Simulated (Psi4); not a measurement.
# UB3LYP/def2-QZVP (core potential, sweep point 5) run of CaI (SMILES [Ca][I])

Aim: a geometry optimisation of CaI. 

Program for the calculation: Psi4 1.11.

3 further runs of the same task are left out: 3 set aside as unsound or not needed.

**1. Starting point**

The species is CaI (2 atoms), meant as a doublet with charge 0. As SMILES, `[Ca][I]`. The coordinates come from a PBE0-D4/def2-TZVP relaxation. The run starts from this shape.

Bond lengths: Ca1–I2 2.825 Å.

**2. A geometry optimisation at UB3LYP/def2-QZVP (core potential, sweep point 5)**

input.dat reads:

```
memory 1600 MB

molecule mol {
  0 2
  Ca     0.000000     0.000000     0.051180
  I      0.000000     0.000000     2.876020
  units angstrom
  symmetry c1
}

set globals {
  basis                def2-QZVP
  reference            uks
  puream               true
  scf_type             pk
  dft_radial_points    99
  dft_spherical_points 590
  g_convergence        gau_tight
  geom_maxiter         50
  maxiter              100
}

energy_value, wavefunction = opt('b3lyp', return_wfn=True)
print_variables()
```

The run is started by

```console
$ psi4 -n 1 input.dat output.dat
```

**Question.** What will come out? Wanted: total energy at the end; dipole moment; HOMO energy; LUMO energy; bond length; ⟨S²⟩.

Computed results:

At UB3LYP/def2-QZVP (core potential, sweep point 5):

```
                          quantity          value
           total energy at the end  -975.48344 Eh
                     dipole moment         4.60 D
HOMO energy (highest over α and β)       -4.38 eV
 LUMO energy (lowest over α and β)       -2.66 eV
                       bond length        2.832 Å
                              ⟨S²⟩          0.750
```

In words: At the final geometry: Bond lengths: Ca1–I2 2.832 Å. The optimisation took 4 steps and changed the energy by -0.000 eV.
